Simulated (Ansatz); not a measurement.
Crystal: Ta3Cu.

```xyz
4
Lattice="-2.0065 2.0065 4.2082 2.0065 -2.0065 4.2082 2.0065 2.0065 -4.2082" Properties=species:S:1:pos:R:3 pbc="T T T"
Ta    0.0000    0.0000    4.2082
Ta    2.0065    0.0000    2.1041
Ta    0.0000    2.0065    2.1041
Cu    0.0000    0.0000    0.0000
```

The cell comes from a database or a generator and needn't be the stable form of this composition.

- Program: Ansatz 0.2.0
- Task: single point
- Functional: PBEsol
- Potentials or basis: all-electron LAPW, scalar-relativistic
- Cutoff: 267 eV (chosen from the basis error)
- Basis error allowed: 0.001 eV/atom
- k mesh: 9 × 9 × 9
- Occupations: fermi-dirac, width 0.05 eV
- Spin: no spin polarisation

On this cell: pressure -6.3 GPa; largest force under 0.003 eV/Å; band gap on the k mesh none (metal or under the smearing width).

The same run follows on a disturbed copy (atoms moved at random, drawn with an rms of 0.05 Å):

```
CELL_PARAMETERS angstrom
-2.00651 2.00651 4.20817
2.00651 -2.00651 4.20817
2.00651 2.00651 -4.20817
ATOMIC_POSITIONS crystal
Ta 0.50185 0.49359 0.99179
Ta 0.25396 0.74979 0.49805
Ta 0.74012 0.24821 0.49693
Cu 0.99944 0.99868 0.99370
```

**Question.** What does the disturbed cell give?

**Answer.** The energy (extrapolated to zero smearing) moves by +5.7 meV/atom; pressure -6.1 GPa; largest force 0.632 eV/Å; band gap on the k mesh none (metal or under the smearing width).

Forces in eV/Å, atoms in the order of the input:
```
Ta   0.304 -0.084 -0.292
Ta   0.087 -0.226 -0.012
Ta  -0.362  0.276  0.439
Cu  -0.030  0.034 -0.136
```

Stress tensor (GPa, compression positive):
```
-5.67 -0.01 -0.16
-0.01 -6.36 -0.22
-0.16 -0.22 -6.40
```
